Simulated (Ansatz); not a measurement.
# BF2H6NSi2: a ladder of functionals and wavefunction methods

How much do the methods differ for BF2H6NSi2? The plan is to run it at one geometry with functionals of several rungs and with coupled cluster, and see how far each lands from CCSD(T) at the basis-set limit for the atomisation energy.

Method: functionals in def2-TZVPP, the program's frozen cores in correlated methods; program: Ansatz 0.2.0, Gaussian basis.

Levels to be run: LDA (SPW92), PBE-D4, revPBE-D4, BLYP-D4, r2SCAN-D4, B97M-V, PBE0-D4, B3LYP-D4, r2SCANh-D4, r2SCAN0-D4, HSE06-D4, BHLYP-D4, CAM-B3LYP-D4, LC-ωPBE, ωB97X-V, ωB97M-V, B2PLYP, PBE-QIDH; CCSD(T)/def2-SVP; CCSD(T)/def2-TZVPP; MP2/def2-QZVPP; extrapolation to the limit; RPA on PBE.

## 1. The geometry

All runs share one geometry, relaxed beforehand with PBE0-D4 in a triple-zeta def2 set.

12 atoms, charge 0, spin multiplicity 1.

Atoms are counted from 1 here; the program's logs count them from 0.

Bond lengths: F1–B2 1.326 Å, B2–F3 1.333 Å, B2–N4 1.410 Å, N4–Si5 1.758 Å, N4–Si6 1.754 Å, Si5–H7 1.486 Å, Si5–H8 1.482 Å, Si5–H9 1.482 Å, Si6–H10 1.485 Å, Si6–H11 1.485 Å, Si6–H12 1.479 Å. Angles: F1–B2–F3 116.5°, F1–B2–N4 123.3°, F3–B2–N4 120.2°, B2–N4–Si5 118.4°, B2–N4–Si6 123.7°, Si5–N4–Si6 118.0°, N4–Si5–H7 105.8°, N4–Si5–H8 110.9°, N4–Si5–H9 110.9°, H7–Si5–H8 109.6°, H7–Si5–H9 109.6°, H8–Si5–H9 109.9°, N4–Si6–H10 109.3°, N4–Si6–H11 109.4°, N4–Si6–H12 109.3°, H10–Si6–H11 108.4°, H10–Si6–H12 110.2°, H11–Si6–H12 110.2°.

As a file:

```
F     1.3863   -2.1944    0.6394
B     0.3560   -1.3945    0.8781
F    -0.4430   -1.7402    1.8875
N     0.0870   -0.2321    0.1265
Si   -1.3203    0.7313    0.5527
Si    1.0780    0.3091   -1.2155
H    -1.3444    1.8613   -0.4115
H    -2.5648   -0.0630    0.4200
H    -1.2031    1.2577    1.9336
H     1.5763    1.6796   -0.9357
H     0.2551    0.3524   -2.4509
H     2.2140   -0.6223   -1.3901
```

## 2. LDA

This LDA is Slater exchange with PW92 correlation.

in.yaml reads:

```yaml
crystal:
  periodic: [false, false, false]
  atoms:
    - {symbol: F, position_ang: [1.386323, -2.194425, 0.639447]}
    - {symbol: B, position_ang: [0.356032, -1.394485, 0.878099]}
    - {symbol: F, position_ang: [-0.443035, -1.740152, 1.887470]}
    - {symbol: N, position_ang: [0.087009, -0.232096, 0.126469]}
    - {symbol: Si, position_ang: [-1.320252, 0.731310, 0.552728]}
    - {symbol: Si, position_ang: [1.077951, 0.309067, -1.215526]}
    - {symbol: H, position_ang: [-1.344438, 1.861315, -0.411468]}
    - {symbol: H, position_ang: [-2.564779, -0.062965, 0.419986]}
    - {symbol: H, position_ang: [-1.203086, 1.257655, 1.933601]}
    - {symbol: H, position_ang: [1.576273, 1.679598, -0.935719]}
    - {symbol: H, position_ang: [0.255117, 0.352413, -2.450939]}
    - {symbol: H, position_ang: [2.213984, -0.622337, -1.390148]}
basis:
  gaussian: {orbitals: def2-TZVPP}
hamiltonian: {xc: lda}
output: {orbitals: {seedname: orbitals}}
```

Launch:

```console
ansatz run in.yaml --threads 4 --pin off --events-out ev --progress --plain --max-ram 11315MiB
```

Further steps of the session: PBE-D4 (GGA); revPBE-D4 (GGA); BLYP-D4 (GGA); r2SCAN-D4 (meta-GGA); B97M-V (meta-GGA); PBE0-D4 (hybrid); B3LYP-D4 (hybrid); r2SCANh-D4 (hybrid); r2SCAN0-D4 (hybrid); HSE06-D4 (hybrid); BHLYP-D4 (hybrid); CAM-B3LYP-D4 (range-separated); LC-ωPBE (range-separated); ωB97X-V (range-separated); ωB97M-V (range-separated); B2PLYP (double hybrid); PBE-QIDH (double hybrid); CCSD(T) in def2-SVP; CCSD(T) in def2-TZVPP; MP2 in def2-QZVPP; RPA on PBE orbitals.

Before running them: what should the planned runs give, taken together? Wanted: atomisation energy, CCSD(T)/CBS; farthest beyond LDA; mean size of error, GGA; mean size of error, meta-GGA; mean size of error, hybrid; mean size of error, range-separated; mean size of error, double hybrid; gap, smallest and largest; T1 diagnostic.

The runs gave:

```
                               quantity                                                  value
        atomisation energy, CCSD(T)/CBS                                        1062.0 kcal/mol
functionals within 5.3 kcal/mol (0.5 %)  PBE-D4, BLYP-D4, r2SCAN-D4, B97M-V, B3LYP-D4, ωB97M-V
                    farthest beyond LDA                              BHLYP-D4 (-22.4 kcal/mol)
                mean size of error, GGA                                           9.5 kcal/mol
           mean size of error, meta-GGA                                           1.5 kcal/mol
             mean size of error, hybrid                                          10.7 kcal/mol
    mean size of error, range-separated                                           6.4 kcal/mol
      mean size of error, double hybrid                                          11.2 kcal/mol
              gap, smallest and largest              5.85 eV (LDA (SPW92)), 13.06 eV (LC-ωPBE)
                          T1 diagnostic                                                 0.0120
triples share of the correlation energy                                                  3.2 %
```

In words: The LDA atomisation energy is off by 133.9 kcal/mol (13 %): it overbinds. PBE-D4 is off by +3.8 kcal/mol. Double hybrids carry the basis error of their MP2 part in triple zeta, and no dispersion term here, so their miss is partly the set-up's. Taken by rung, meta-GGA functionals do best (1.5 kcal/mol on average) and double hybrid ones worst beyond LDA (11.2 kcal/mol). hybrid functionals lie within the reference's doubt of that worst mean (10.7 kcal/mol), so those two tie. The reference freezes the cores and leaves out relativity and excitations past (T), so misses under about 5.3 kcal/mol can't be ranked. Hartree-Fock recovers 76 % of the binding; the rest is correlation. CCSD(T) in def2-SVP is off by -63.1 kcal/mol, more than most functionals: a good method in a small basis is no reference. Orbital gaps span 5.8 to 13.1 eV; exact exchange widens them.
